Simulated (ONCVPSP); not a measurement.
# Pseudopotential generation for lutetium: ONCV, PBE

Do these settings give a usable potential? It is generated, then checked for transferability, scattering, ghosts and hardness.

The numbers are computed with ONCVPSP 4.0.1.1 (patched build) (PBE, scalar-relativistic, spin-unpolarised reference atom).

15 further runs of the same task are left out: 4 that didn't finish, 11 set aside as unsound or not needed.

**1. The design**

Typed settings, in words:

* element: lutetium (Lu, Z = 71)
* type: optimised norm-conserving Vanderbilt (ONCV)
* frozen core: [Kr] 4d10
* valence charge: 25
* reference configuration: 4f14 5s2 5p6 5d1 6s2
* partial waves: 5s+6s: rc 1.70 bohr, ncon 4, nbas 8, qcut 8.9 1/bohr, 2 projectors; 5p: rc 2.20 bohr, ncon 3, nbas 8, qcut 7.4 1/bohr, 3 projectors, debl 0.7 Ha; 5d: rc 2.15 bohr, ncon 4, nbas 8, qcut 5.1 1/bohr, 2 projectors, debl 3.3 Ha; 4f: rc 1.20 bohr, ncon 4, nbas 9, qcut 14.1 1/bohr, 2 projectors, debl 0.4 Ha
* local potential: polynomial inside 1.00 bohr (lpopt 5, dvloc0 2 Ha)
* core correction: not asked for

The nodes and maxima of the atom's own shells, from an earlier all-electron run, set the scale for the radii.

All-electron outer shells of the reference configuration (PBE, scalar-relativistic, ld1.x):

```
shell  level (eV)  outermost node (bohr)  outermost maximum (bohr)
   4d     -191.92                   0.23                      0.48
   5s      -61.06                   0.57                      1.04
   5p      -31.66                   0.61                      1.19
   4f       -9.62                      –                      0.47
   6s       -4.66                   1.41                      3.08
   5d       -1.75                   0.68                      1.84
   6p       -1.34                   1.73                      4.26
```

**2. Generation**

Lu.dat reads:

```
# ATOM AND REFERENCE CONFIGURATION
# atsym  z   nc   nv     iexc    psfile
  Lu 71.00    9    5        4      upf
#
#   n    l    f
    1    0    2.00
    2    0    2.00
    2    1    6.00
    3    0    2.00
    3    1    6.00
    3    2   10.00
    4    0    2.00
    4    1    6.00
    4    2   10.00
    4    3   14.00
    5    0    2.00
    5    1    6.00
    5    2    1.00
    6    0    2.00
#
# PSEUDOPOTENTIAL AND OPTIMIZATION
# lmax
    3
#
#   l,   rc,      ep,       ncon, nbas, qcut
    0    1.70    0.00    4    8    8.90
    1    2.20    0.00    3    8    7.40
    2    2.15    0.00    4    8    5.10
    3    1.20    0.00    4    9   14.10
#
# LOCAL POTENTIAL
# lloc, lpopt,  rc(5),   dvloc0
    4    5    1.00    2.00
#
# VANDERBILT-KLEINMAN-BYLANDER PROJECTORs
# l, nproj, debl
    0    2    1.40
    1    3    0.70
    2    2    3.30
    3    2    0.40
#
# MODEL CORE CHARGE
# icmod, fcfact, rcfact
    0    0.00    0.00
#
# LOG DERIVATIVE ANALYSIS
# epsh1, epsh2, depsh
   -4.00    5.00    0.02
#
# OUTPUT GRID
# rlmax, drl
    6.00    0.01
#
# TEST CONFIGURATIONS
# ncnf
    4
# nvcnf
#   n    l    f
    5
    4    3   14.00
    5    0    2.00
    5    1    6.00
    5    2    1.00
    6    0    1.00
#
    5
    4    3   14.00
    5    0    2.00
    5    1    6.00
    5    2    1.00
    6    0    0.00
#
    5
    4    3   14.00
    5    0    2.00
    5    1    6.00
    5    2    0.00
    6    0    0.00
#
    5
    4    3   13.00
    5    0    2.00
    5    1    6.00
    5    2    2.00
    6    0    2.00
#
```

The run is started by

```console
$ oncvpsp.x < Lu.dat > Lu.out
```

Before running it: what results should come out? Wanted: cutoffs for 1 and 0.1 mHa per electron, occupied waves; bound ghosts; GHOST(+) flags; largest test error; largest phase difference near zero energy, channels read; projector energies reset by the program.

**Answer**, as computed:

```
                                                quantity                                                  value
  cutoffs for 1 and 0.1 mHa per electron, occupied waves                                        88 Ha and 96 Ha
                                            bound ghosts                                         s at -22.54 eV
                                          GHOST(+) flags                                            p at 248 eV
                            largest test error (AE − PS)  -5.3 meV, for 4f14 5s2 5p6 5d1 6s0 (2 tests unsolved)
largest phase difference near zero energy, channels read                                              0.000 rad
                 projector energies reset by the program                             p: -1.164, 0.250, 0.950 Ha
```

What this shows: A bound ghost (s) makes it unfit for use: electrons can fall into a state that the atom doesn't have. By total energies transferability is good where solved: the largest error is 5.3 meV on 20.6 eV, for 4f14 5s2 5p6 5d1 6s0. Atomic tests can pass in spite of a ghost, since they solve only for the levels asked. Of the tests 2 gave no usable energy difference, which is a warning in itself. The potential is very hard: the looser tolerance needs 88 Ha. At the looser tolerance the 4f wave is the slowest; 5s needs 24 Ha. Near zero energy the phases of the channels with partial waves agree within 0.001 rad. The pseudo curves have a pole with no partner nearby in the atom's: s at -0.83 Ha. The program also flags highly localised states, GHOST(+) (p).
